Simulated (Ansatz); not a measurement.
# Cl2GaH2N: the cost of one run

Program: Ansatz 0.2.0. Level of theory: RHF/def2-SVP. These are calculated values, not measurements.

## (1) Starting point

Bond lengths: Ga1–N2 1.930 Å, N2–H3 1.060 Å, N2–H4 1.060 Å, Ga1–Cl5 2.240 Å, Ga1–Cl6 2.240 Å. Angles: Ga1–N2–H3 120.0°, Ga1–N2–H4 120.0°, H3–N2–H4 120.0°, N2–Ga1–Cl5 120.0°, N2–Ga1–Cl6 120.0°, Cl5–Ga1–Cl6 120.0°.

Coordinates:

```xyz
6

Ga    0.0000    0.0000    0.0000
N     0.0000    0.0000    1.9300
H    -0.8770   -0.2713    2.4600
H     0.8770    0.2713    2.4600
Cl    1.9398    0.0000   -1.1200
Cl   -1.9398    0.0000   -1.1200
```

## (2) Relaxing the start

input.yaml reads:

```yaml
crystal:
  periodic: [false, false, false]
  atoms:
    - { symbol: Ga, position_ang: [0.0, 0.0, 0.0] }
    - { symbol: "N", position_ang: [0.0, 0.0, 1.93] }
    - { symbol: H, position_ang: [-0.877, -0.2713, 2.46] }
    - { symbol: H, position_ang: [0.877, 0.2713, 2.46] }
    - { symbol: Cl, position_ang: [1.9398, 0.0, -1.12] }
    - { symbol: Cl, position_ang: [-1.9398, 0.0, -1.12] }
basis:
  gaussian: { orbitals: def2-SVP }
hamiltonian:
  xc: hf
relax:
  f_tol: 0.02
  max_steps: 40
output:
  orbitals: {}
```

Command:

```console
ansatz run input.yaml --threads 1 --pin off --max-ram 2048MiB --backend cpu --events-out ev --progress --plain --runs-dir out
```

**Question.** How long does this run take on 1 thread of Arm Neoverse V2, shared host, and how much memory does it need?

About 17 s, with a peak of 0.19 GiB.
